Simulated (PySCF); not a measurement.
# TbH16O8 (+3): ligand-field states

What do calculations give for the ligand-field states of TbH16O8 (+3)?

Programs: PySCF 2.14.0, with routines of our own; each step states its level. All values are computed. Atoms count from 0.

### 1 The system as given

25 atoms, charge 3, states of the metal's open shell are computed; geometry from: model geometry, bond lengths from ionic radii.

### 2 Ligand-field states: state-averaged CASSCF

The job: settings as JSON, then the geometry in Å.

```
{"job": {"kind": "lf", "basis": {"metal": "x2c-TZVPall", "ligand": "x2c-SVPall"}, "nevpt": false, "roots": {"7": 7, "5": 140, "3": 113, "1": 123}}, "charge": 3, "metal": "Tb", "open_shell": "f8"}
Tb     0.000000     0.000000     0.000000
O      1.914077    -0.792836     1.294593
H      2.661165    -0.263437     1.599296
H      2.068006    -1.695450     1.599296
O      0.792836     1.914077     1.294593
H      0.263437     2.661165     1.599296
H      1.695450     2.068006     1.599296
O     -1.914077     0.792836     1.294593
H     -2.661165     0.263437     1.599296
H     -2.068006     1.695450     1.599296
O     -0.792836    -1.914077     1.294593
H     -0.263437    -2.661165     1.599296
H     -1.695450    -2.068006     1.599296
O      1.914077     0.792836    -1.294593
H      2.068006     1.695450    -1.599296
H      2.661165     0.263437    -1.599296
O     -0.792836     1.914077    -1.294593
H     -1.695450     2.068006    -1.599296
H     -0.263437     2.661165    -1.599296
O     -1.914077    -0.792836    -1.294593
H     -2.068006    -1.695450    -1.599296
H     -2.661165    -0.263437    -1.599296
O      0.792836    -1.914077    -1.294593
H      1.695450    -2.068006    -1.599296
H      0.263437    -2.661165    -1.599296
```

Level: state-averaged CASSCF of the metal f shell, state-interaction spin-orbit coupling.

Launch:

```sh
OMP_NUM_THREADS=1 python lf_run.py task.json out
```

The driver reads the jobs from task.json and runs them one after another.

The program printed:

```text
basis functions 296, electrons 142, active (8e, 7o)
stage 1: DIIS on the effective Fock matrix, level shift 0.30
cycle   1  E = -12310.2174648577  dE = -1.231e+04  max|g| = 1.556e+00
cycle   2  E = -12311.8205370790  dE = -1.603e+00  max|g| = 1.116e+00
cycle   3  E = -12312.0320377115  dE = -2.115e-01  max|g| = 9.405e-01
cycle   4  E = -12312.2277901891  dE = -1.958e-01  max|g| = 1.164e-01
cycle   5  E = -12312.1120847682  dE =  1.157e-01  max|g| = 2.650e-01
cycle   6  E = -12311.8750768362  dE =  2.370e-01  max|g| = 4.801e-01
cycle   7  E = -12311.1122758368  dE =  7.628e-01  max|g| = 9.402e-01
cycle   8  E = -12311.4956980747  dE = -3.834e-01  max|g| = 6.789e-01
cycle   9  E = -12311.9300679123  dE = -4.344e-01  max|g| = 5.110e-01
cycle  10  E = -12312.1724316196  dE = -2.424e-01  max|g| = 3.047e-01
cycle  11  E = -12312.0409950163  dE =  1.314e-01  max|g| = 3.671e-01
cycle  12  E = -12311.2643059660  dE =  7.767e-01  max|g| = 8.312e-01
cycle  13  E = -12309.0048633369  dE =  2.259e+00  max|g| = 1.816e+00
cycle  14  E = -12306.2044182135  dE =  2.800e+00  max|g| = 2.646e+00
cycle  15  E = -12304.5550746531  dE =  1.649e+00  max|g| = 2.982e+00
stage 2: quasi-Newton rotations from the point of smallest gradient
cycle  17  E = -12312.2586929235  dE = -3.090e-02  max|g| = 3.481e-02
cycle  18  E = -12312.2594784673  dE = -7.855e-04  max|g| = 5.017e-02
cycle  19  E = -12312.2604670211  dE = -9.886e-04  max|g| = 3.444e-03
cycle  20  E = -12312.2604824587  dE = -1.544e-05  max|g| = 8.211e-04
cycle  21  E = -12312.2604852993  dE = -2.841e-06  max|g| = 3.754e-04
cycle  22  E = -12312.2604855481  dE = -2.487e-07  max|g| = 1.283e-04
cycle  23  E = -12312.2604855665  dE = -1.848e-08  max|g| = 1.716e-05
cycle  24  E = -12312.2604855678  dE = -1.233e-09  max|g| = 5.255e-06
converged average energy = -12312.2604855678

 mult deg   label        CASSCF/cm-1   NEVPT2/cm-1
   7   2   7E3                 0.0
   7   1   7A2                43.9
   7   2   7E1                90.5
   7   2   7E2               285.8
   5   1   5A1             25257.6
   5   2   5E3             25270.0
   5   2   5E2             25295.2
   5   2   5E2             28807.3
   5   2   5E1             28840.6
   5   2   5E3             28851.9
   5   1   5B1             28884.5
   5   1   5B2             28887.6
   5   2   5E1             28926.9
   5   2   5E2             28952.6
   5   2   5E3             28961.6
   5   1   5A1             28962.4
   5   1   5A2             29080.6
   5   1   5A1             29080.6
   5   1   5A1             30177.8
   5   2   5E3             30210.9
   5   1   5B1             30230.1
   5   1   5B2             30233.0
   5   2   5E1             30264.7
   5   2   5E2             30266.9
   5   2   5E1             34836.3
   5   1   5A2             34871.8
   5   2   5E3             34882.6
   5   2   5E2             34922.7
   5   2   5E1             34997.8
   5   1   5B2             35049.0
   5   1   5B1             35049.2
   5   2   5E1             39843.0
   5   1   5A1             39853.2
   5   2   5E3             39861.8
   5   2   5E2             39889.1
   5   2   5E2             39910.4
   5   1   5B1             39927.5
   5   1   5B2             39930.7
   5   2   5E1             39962.2
   5   1   5A2             40048.0
   5   2   5E3             40063.6
   5   2   5E2             40093.9
   5   2   5E1             40099.2
   5   2   5E1             45322.7
   5   1   5B2             45331.0
   5   1   5B1             45332.9
   5   2   5E3             45341.2
   5   2   5E2             45342.8
   5   2   5E3             45370.7
   5   3   5K              45382.8
   5   2   5E2             45430.6
   3   1   3A2             46536.1
   3   2   3E3             46540.4
   3   2   3E1             47734.6
   3   4   3O              47743.7
   3   2   3O              47769.9
   3   2   3E3             47773.3
   3   2   3E1             47804.4
   3   1   3A2             47820.4
   3   1   3A1             47820.4

spin-orbit levels / cm-1
      0.00  x1  7E3 0.48 7A2 0.42 7E2 0.07
      9.41  x2  7E3 0.48 7A2 0.37 7E2 0.10
     37.43  x2  7E3 0.49 7A2 0.25 7E2 0.20
     50.34  x2  7E1 0.97
     81.45  x2  7E3 0.43 7E2 0.36 7A2 0.10
    128.72  x2  7E2 0.49 7E3 0.25 7E1 0.23
    140.42  x2  7E1 0.53 7E2 0.44
   2031.51  x1  7E3 0.49 7E1 0.48
   2031.52  x1  7E3 0.49 7E1 0.48
   2080.31  x2  7E1 0.36 7A2 0.31 7E2 0.17
   2090.50  x1  7E3 0.63 7E2 0.33
   2099.49  x2  7E3 0.48 7E2 0.33 7A2 0.10
   2109.06  x2  7E2 0.32 7A2 0.31 7E3 0.18
   2177.69  x2  7E2 0.53 7E1 0.44
   3340.51  x2  7E3 0.58 7E1 0.35
   3378.65  x2  7A2 0.43 7E1 0.35 7E3 0.11
   3433.53  x2  7E2 0.36 7E3 0.28 7E1 0.23
   3458.76  x1  7E2 0.47 7E1 0.26 7E3 0.23
   3458.77  x1  7E2 0.47 7E1 0.26 7E3 0.23
   3497.48  x1  7E2 0.58 7A2 0.24 7E1 0.12
   4382.07  x2  7E3 0.34 7E1 0.28 7A2 0.21
   4425.12  x2  7E2 0.36 7E3 0.29 7E1 0.18
   4428.27  x2  7E1 0.33 7E2 0.28 7A2 0.20
   4428.68  x1  7E1 0.37 7E2 0.33 7E3 0.27
   5075.71  x1  7E1 0.55 7E3 0.22 7A2 0.19
   5112.30  x2  7E3 0.34 7E2 0.28 7A2 0.19
   5186.51  x2  7E2 0.53 7E1 0.23 7E3 0.18
   5585.01  x2  7E3 0.34 7E2 0.32 7A2 0.17
   5619.99  x1  7E1 0.57 7E2 0.31 7E3 0.07
   5821.09  x1  7E2 0.31 7E1 0.29 7E3 0.24
```

It took 1.9 min on 1 thread of Arm Neoverse V1, shared host; peak memory 1.2 GiB.

From this job:

```csv
quantity,value
spin-orbit constant ζ,1733 cm⁻¹
```

Powder susceptibility:

```csv
T (K),χT (cm³ K/mol),μ(eff)
2,3.464,5.26
5,7.348,7.67
10,9.481,8.71
20,10.593,9.20
30,10.989,9.37
50,11.328,9.52
75,11.507,9.59
100,11.594,9.63
150,11.671,9.66
200,11.705,9.68
250,11.724,9.68
300,11.738,9.69
```

### 3 Ligand-field states: state-averaged CASSCF (loose 0.001)

Settings changed since step 2:

```diff
@@ -1,2 +1,2 @@
-{"job": {"kind": "lf", "basis": {"metal": "x2c-TZVPall", "ligand": "x2c-SVPall"}, "nevpt": false, "roots": {"7": 7, "5": 140, "3": 113, "1": 123}}, "charge": 3, "metal": "Tb", "open_shell": "f8"}
+{"job": {"kind": "lf", "basis": {"metal": "x2c-TZVPall", "ligand": "x2c-SVPall"}, "nevpt": false, "roots": {"7": 7, "5": 140, "3": 113, "1": 123}, "max_cycle": 57, "conv": 0.001}, "charge": 3, "metal": "Tb", "open_shell": "f8"}
 Tb     0.000000     0.000000     0.000000
```

Method: state-averaged CASSCF of the metal f shell, state-interaction spin-orbit coupling.

The program printed:

```text
basis functions 296, electrons 142, active (8e, 7o)
stage 1: DIIS on the effective Fock matrix, level shift 0.30
cycle   1  E = -12310.2174648577  dE = -1.231e+04  max|g| = 1.556e+00
cycle   2  E = -12311.8205370790  dE = -1.603e+00  max|g| = 1.116e+00
cycle   3  E = -12312.0320377115  dE = -2.115e-01  max|g| = 9.405e-01
cycle   4  E = -12312.2277901891  dE = -1.958e-01  max|g| = 1.164e-01
cycle   5  E = -12312.1120847682  dE =  1.157e-01  max|g| = 2.650e-01
cycle   6  E = -12311.8750768362  dE =  2.370e-01  max|g| = 4.801e-01
cycle   7  E = -12311.1122758368  dE =  7.628e-01  max|g| = 9.402e-01
cycle   8  E = -12311.4956980747  dE = -3.834e-01  max|g| = 6.789e-01
cycle   9  E = -12311.9300679123  dE = -4.344e-01  max|g| = 5.110e-01
cycle  10  E = -12312.1724316196  dE = -2.424e-01  max|g| = 3.047e-01
cycle  11  E = -12312.0409950163  dE =  1.314e-01  max|g| = 3.671e-01
cycle  12  E = -12311.2643059660  dE =  7.767e-01  max|g| = 8.312e-01
cycle  13  E = -12309.0048633369  dE =  2.259e+00  max|g| = 1.816e+00
cycle  14  E = -12306.2044182135  dE =  2.800e+00  max|g| = 2.646e+00
cycle  15  E = -12304.5550746531  dE =  1.649e+00  max|g| = 2.982e+00
stage 2: quasi-Newton rotations from the point of smallest gradient
cycle  17  E = -12312.2586929235  dE = -3.090e-02  max|g| = 3.481e-02
cycle  18  E = -12312.2594784673  dE = -7.855e-04  max|g| = 5.017e-02
cycle  19  E = -12312.2604670211  dE = -9.886e-04  max|g| = 3.444e-03
cycle  20  E = -12312.2604824587  dE = -1.544e-05  max|g| = 8.211e-04
converged average energy = -12312.2604824587

 mult deg   label        CASSCF/cm-1   NEVPT2/cm-1
   7   2   7E3                 0.0
   7   1   7A2                43.6
   7   2   7E1                88.3
   7   2   7E2               283.6
   5   1   5A1             25256.6
   5   2   5E3             25269.0
   5   2   5E2             25293.5
   5   2   5E2             28806.2
   5   2   5E1             28839.4
   5   2   5E3             28850.6
   5   1   5B1             28882.9
   5   1   5B2             28886.3
   5   2   5E1             28925.2
   5   2   5E2             28950.9
   5   2   5E3             28959.8
   5   1   5A1             28960.6
   5   1   5A2             29078.3
   5   1   5A1             29078.3
   5   1   5A1             30176.9
   5   2   5E3             30209.8
   5   1   5B1             30227.7
   5   1   5B2             30231.0
   5   2   5E1             30263.4
   5   2   5E2             30265.3
   5   2   5E1             34834.7
   5   1   5A2             34870.1
   5   2   5E3             34880.9
   5   2   5E2             34920.7
   5   2   5E1             34995.4
   5   1   5B2             35046.6
   5   1   5B1             35046.8
   5   2   5E1             39841.5
   5   1   5A1             39851.1
   5   2   5E3             39859.7
   5   2   5E2             39887.6
   5   2   5E2             39908.2
   5   1   5B1             39925.1
   5   1   5B2             39928.8
   5   2   5E1             39959.9
   5   1   5A2             40046.6
   5   2   5E3             40062.1
   5   2   5E2             40091.7
   5   2   5E1             40096.5
   5   2   5E1             45320.6
   5   1   5B2             45328.6
   5   1   5B1             45330.8
   5   2   5E3             45338.8
   5   2   5E2             45340.9
   5   2   5E3             45368.8
   5   3   5K              45380.6
   5   2   5E2             45428.1
   3   1   3A2             46535.1
   3   2   3E3             46539.3
   3   2   3E1             47734.4
   3   4   3O              47741.9
   3   2   3O              47767.9
   3   2   3E3             47771.7
   3   2   3E1             47802.3
   3   1   3A2             47818.9
   3   1   3A1             47818.9

spin-orbit levels / cm-1
      0.00  x1  7E3 0.48 7A2 0.42 7E2 0.07
      9.33  x2  7E3 0.48 7A2 0.37 7E2 0.10
     37.13  x2  7E3 0.49 7A2 0.25 7E2 0.20
     48.48  x2  7E1 0.97
     80.77  x2  7E3 0.43 7E2 0.36 7A2 0.10
    127.50  x2  7E2 0.49 7E3 0.25 7E1 0.23
    138.69  x2  7E1 0.53 7E2 0.44
   2030.71  x1  7E3 0.49 7E1 0.48
   2030.72  x1  7E3 0.49 7E1 0.48
   2079.37  x2  7E1 0.36 7A2 0.31 7E2 0.17
   2089.98  x1  7E3 0.63 7E2 0.33
   2098.87  x2  7E3 0.48 7E2 0.33 7A2 0.10
   2108.21  x2  7E2 0.32 7A2 0.31 7E3 0.18
   2175.80  x2  7E2 0.53 7E1 0.44
   3339.96  x2  7E3 0.58 7E1 0.35
   3377.86  x2  7A2 0.43 7E1 0.35 7E3 0.11
   3432.45  x2  7E2 0.36 7E3 0.28 7E1 0.23
   3457.36  x1  7E2 0.47 7E1 0.26 7E3 0.23
   3457.37  x1  7E2 0.47 7E1 0.26 7E3 0.23
   3496.04  x1  7E2 0.59 7A2 0.24 7E1 0.12
   4381.34  x2  7E3 0.34 7E1 0.28 7A2 0.21
   4424.13  x2  7E2 0.36 7E3 0.29 7E1 0.18
   4427.08  x2  7E1 0.33 7E2 0.28 7A2 0.20
   4427.35  x1  7E1 0.37 7E2 0.33 7E3 0.27
   5074.70  x1  7E1 0.55 7E3 0.22 7A2 0.19
   5111.57  x2  7E3 0.35 7E2 0.28 7A2 0.19
   5184.92  x2  7E2 0.53 7E1 0.23 7E3 0.18
   5584.21  x2  7E3 0.34 7E2 0.32 7A2 0.18
   5618.12  x1  7E1 0.57 7E2 0.31 7E3 0.07
   5819.91  x1  7E2 0.31 7E1 0.29 7E3 0.24
```

It took 93 s on 1 thread of Arm Neoverse V1, shared host; peak memory 1.2 GiB.

These settings were drawn to be risky; the run ended normally, but its values are left out of the summary.

### 4 Outcome

```
                                                         quantity       value
            spin-orbit constant ζ (step 2, state-averaged CASSCF)   1733 cm⁻¹
ground multiplicity, μ(eff) at 300 K (step 2, 8 donors at 2.44 Å)  7, 9.69 μB
```

What this shows: In step 2, χT goes from 3.46 at 2 K to 11.74 cm³ K/mol at 300 K, as higher levels fill or mix in.
